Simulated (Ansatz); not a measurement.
# Mo: the cost of one run

Computed with Ansatz 0.2.0 (DFT LDA, scalar-relativistic, plane waves, PAW, unless a step's input says otherwise).

The COD entry's cell or inner coordinates are ideal or old and differ from later refinements, so a difference from it is no clean test against experiment.

23 further runs of the same task are left out: 23 set aside as unsound or not needed.

### Step 1. The structure to begin with

The structure is cubic, space group Im-3m (No. 229). Conventional cell: a = 3.111 Å, b = 3.111 Å, c = 3.111 Å, α = 90.00°, β = 90.00°, γ = 90.00°. Around Mo (site symmetry m-3m) lie 8 Mo at 2.69 Å.

As a file:

```xyz
1
Lattice="-1.5557 1.5557 1.5557 1.5557 -1.5557 1.5557 1.5557 1.5557 -1.5557" Properties=species:S:1:pos:R:3 pbc="T T T"
Mo    0.0000    0.0000    0.0000
```

It is the result of an earlier relaxation at this level (volume 15.06 Å³/atom; gap on the mesh: none (metal)).

### Step 2. The scan

The energy is mapped over volume and the cell's shape.

The axes are (1) volume per atom: 7 values from 12.65 to 17.47 Å³; (2) length along [111] over the lengths across it, relative to the cubic cell: 9 values from 0.452 to 2.211.

Nothing else is relaxed (symmetry fixes all fractional coordinates). Energies count from the relaxed crystal. Points are written as (first, second).

### Step 3. Grid point (14.26 Å³, 0.551)

input.yaml reads:

```yaml
crystal:
  lattice:
    - [-2.1411636216, 1.5842189301, 1.5842189301]
    - [1.5842189301, -2.1411636216, 1.5842189301]
    - [1.5842189301, 1.5842189301, -2.1411636216]
  atoms:
    - { symbol: Mo, position: [0.0, 0.0, 0.0] }
basis:
  ecutwfc: 420
kpoints:
  mp_grid: { grid: [22, 22, 22] }
hamiltonian:
  xc: lda
  pseudopotentials: { kind: paw, azcp: { folder: soft_1 } }
scf:
  occupations: { method: gaussian, width: 0.15 }
output:
  forces: true
  stress: true
  eigenvalues: true
```

The run is started by

```sh
ansatz run input.yaml --threads 1 --pin off --max-ram 2048MiB --backend cpu --events-out ev --progress --plain --runs-dir out
```

**Question.** How long does this run take on 1 thread of Arm Neoverse N1, shared host, and how much memory does it need?

About 25 s, with a peak of 0.42 GiB.
